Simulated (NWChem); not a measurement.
# B3LYP/aug-pcseg-1 run of H2O (water)

What is the electronic atomisation energy of H2O (water) at B3LYP/aug-pcseg-1? 

The calculation is run with NWChem 7.3.0.

## (1) The molecule

The species is H2O (3 atoms), meant as a singlet with charge 0. SMILES: `O`. The coordinates come from a PBE0-D4/def2-TZVP relaxation.

Bond lengths: O1–H2 0.960 Å, O1–H3 0.960 Å. Angles: H2–O1–H3 105.1°.

## (2) A single-point energy at B3LYP/aug-pcseg-1

File h2o.nw:

```
start h2o
memory total 2200 mb

geometry units angstrom noautosym nocenter noautoz
  O     -0.302700     0.200200    -0.140600
  H      0.466500     0.548400     0.315300
  H     -0.163800    -0.748600    -0.174700
end

basis "ao basis" spherical bse
  * library aug-pcseg-1
end

dft
  xc b3lyp
  mult 1
  grid fine
  convergence energy 1e-08
  iterations 100
  mulliken
  print low
end

task dft
```

Run with:

```sh
$ nwchem h2o.nw > h2o.out
```

The log of the run:

```text
[...]
 d= 0,ls=0.0,diis     1    -76.3851848373 -8.56D+01  2.47D-02  3.48D-01     0.2
[...]
 d= 0,ls=0.0,diis     7    -76.4221416455 -3.93D-10  6.44D-08  1.12D-11     0.7
         Total DFT energy =      -76.422141645470
      One electron energy =     -122.901352590217
           Coulomb energy =       46.628182193620
    Exchange-Corr. energy =       -9.320272667643
 Nuclear repulsion energy =        9.171301418770
[...]
      Total Density - Mulliken Population Analysis
     ---------------------------------------------
    Atom       Charge   Shell Charges
 -----------   ------   -------------------------------------------------------
    1 O    8     8.56   1.99  0.91  0.80  0.15  2.96  1.63  0.11  0.01 -0.01
    2 H    1     0.72   0.71 -0.06 -0.01  0.05  0.02
    3 H    1     0.72   0.71 -0.06 -0.01  0.05  0.02
[...]
```

It took 1.2 s on 1 thread of AMD EPYC 9R45 (Zen 5), shared host; peak memory 0.11 GiB.

## (3) The H atom, same level

File nw.nw:

```
start nw
title "H"
memory total 2200 mb
geometry units angstroms noautosym nocenter noautoz
   H      0.000000     0.000000     0.000000
end
basis "ao basis" spherical bse
   * library aug-pcseg-1
end
dft
   xc b3lyp
   mult 2
   grid fine
   convergence energy 1e-08
   maxiter 100
   mulliken
   noprint "final vectors analysis"
end
task dft energy
```

Run with:

```sh
$ nwchem nw.nw > nw.out
```

The log of the run:

```text
[...]
          Wavefunction type:  spin polarized.
          No. of atoms     :     1
          No. of electrons :     1
[...]
          Charge           :     0
          Spin multiplicity:     2
[...]
          AO basis - number of functions:     9
[...]
              XC Information
              --------------
                         B3LYP Method XC Potential
                     Hartree-Fock (Exact) Exchange  0.200
                        Slater Exchange Functional  0.800 local
                    Becke 1988 Exchange Functional  0.720 non-local
              Lee-Yang-Parr Correlation Functional  0.810
                  VWN I RPA Correlation Functional  0.190 local
[...]
 d= 0,ls=0.0,diis     1     -0.5014379300 -5.01D-01  3.60D-03  8.91D-05     0.0
[...]
  Singularity in Pulay matrix. Error and Fock matrices removed.
 d= 0,ls=0.0,diis     5     -0.5015772465 -4.59D-09  1.33D-06  8.67D-12     0.1
[...]
         Total DFT energy =       -0.501577246490
      One electron energy =       -0.498484261953
           Coulomb energy =        0.307033215860
    Exchange-Corr. energy =       -0.310126200397
 Nuclear repulsion energy =        0.000000000000
[...]
      Total Density - Mulliken Population Analysis
     ---------------------------------------------
    Atom       Charge   Shell Charges
 -----------   ------   -------------------------------------------------------
    1 H    1     1.00   0.57  0.42  0.01  0.00  0.00
     --------------------------------------------
      Spin Density - Mulliken Population Analysis
     --------------------------------------------
    Atom       Charge   Shell Charges
 -----------   ------   -------------------------------------------------------
    1 H    1     1.00   0.57  0.42  0.01  0.00  0.00
[...]
      <S2> =      0.7500 (Exact =     0.7500)
[...]
```

It took 0.6 s on 1 thread of AMD EPYC 9R45 (Zen 5), shared host; peak memory 0.1 GiB.

## (4) The O atom

File input.nw:

```
start input
title "O"
memory total 2200 mb

geometry units angstroms noautosym nocenter noautoz
 O     0.000000    0.000000    0.000000
end

basis "ao basis" spherical bse
 * library aug-pcseg-1
end

dft
 xc b3lyp
 mult 3
 grid fine
 convergence energy 1e-08
 maxiter 100
 mulliken
 print low
end

task dft energy
```

Run the same way, it converges to -75.05473 Eh (log not shown).

## (5) What came out

Level: B3LYP/aug-pcseg-1.

| quantity | value |
| --- | --- |
| molecule: total energy | -76.42214 Eh |
| H atom: total energy | -0.50158 Eh |
| H atom: ⟨S²⟩ | 0.750 |
| O atom: total energy | -75.05473 Eh |
| O atom: ⟨S²⟩ | 2.004 |
| electronic atomisation energy | 9.912 eV |

What this shows: Taking the molecule apart into free atoms costs 9.91 eV (229 kcal/mol), before zero-point energy and without spin-orbit coupling.
